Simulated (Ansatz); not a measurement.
# AlH7O3Si2: the cost of one run

All numbers below are computed with Ansatz 0.2.0 (RKS PBE0-D4/STO-3G).

1 further run of the same task is left out (it didn't finish).

### 1 Starting point

Bond lengths: Al1–O2 1.780 Å, O2–H3 1.010 Å, Al1–O4 1.780 Å, O4–Si5 1.680 Å, Si5–H6 1.460 Å, Si5–H7 1.460 Å, Si5–H8 1.460 Å, Al1–O9 1.780 Å, O9–Si10 1.680 Å, Si10–H11 1.460 Å, Si10–H12 1.460 Å, Si10–H13 1.460 Å. Angles (14 of 18 angles, heavy atoms first): O2–Al1–O4 120.0°, O2–Al1–O9 120.0°, O4–Al1–O9 120.0°, Al1–O4–Si5 125.0°, Al1–O9–Si10 125.0°, Al1–O2–H3 109.5°, O4–Si5–H6 109.5°, O4–Si5–H7 109.5°, O4–Si5–H8 109.5°, O9–Si10–H11 109.5°, O9–Si10–H12 109.5°, O9–Si10–H13 109.5°, H6–Si5–H7 109.4°, H6–Si5–H8 109.4°.

Coordinates:

```xyz
13

Al    0.0000    0.0000    0.0000
O     0.0000    0.0000    1.7800
H    -0.9095   -0.2814    2.1171
O     1.5415    0.0000   -0.8900
Si    2.3874   -1.3760   -1.3520
H     1.4599   -2.3514   -1.9176
H     3.3882   -1.0195   -2.3535
H     3.0504   -1.9546   -0.1870
O    -1.5415    0.0000   -0.8900
Si   -2.6907   -1.2238   -0.8267
H    -2.2881   -2.2198    0.1620
H    -3.9833   -0.6595   -0.4496
H    -2.8007   -1.8572   -2.1376
```

### 2 Preparing the start

input.yaml reads:

```yaml
crystal:
  periodic: [false, false, false]
  atoms:
    - { symbol: Al, position_ang: [0.0, 0.0, 0.0] }
    - { symbol: O, position_ang: [0.0, 0.0, 1.78] }
    - { symbol: H, position_ang: [-0.9095, -0.2814, 2.1171] }
    - { symbol: O, position_ang: [1.5415, 0.0, -0.89] }
    - { symbol: Si, position_ang: [2.3874, -1.376, -1.352] }
    - { symbol: H, position_ang: [1.4599, -2.3514, -1.9176] }
    - { symbol: H, position_ang: [3.3882, -1.0195, -2.3535] }
    - { symbol: H, position_ang: [3.0504, -1.9546, -0.187] }
    - { symbol: O, position_ang: [-1.5415, 0.0, -0.89] }
    - { symbol: Si, position_ang: [-2.6907, -1.2238, -0.8267] }
    - { symbol: H, position_ang: [-2.2881, -2.2198, 0.162] }
    - { symbol: H, position_ang: [-3.9833, -0.6595, -0.4496] }
    - { symbol: H, position_ang: [-2.8007, -1.8572, -2.1376] }
basis:
  gaussian: { orbitals: STO-3G }
hamiltonian:
  xc: pbe0
  dispersion: d4
relax:
  f_tol: 0.02
  max_steps: 40
```

Command:

```console
ansatz run input.yaml --threads 1 --pin off --max-ram 2048MiB --backend cpu --events-out ev --progress --plain --runs-dir out
```

What time and memory should one allow on 1 thread of Arm Neoverse V1, shared host?

About 96 s, with a peak of 0.13 GiB.
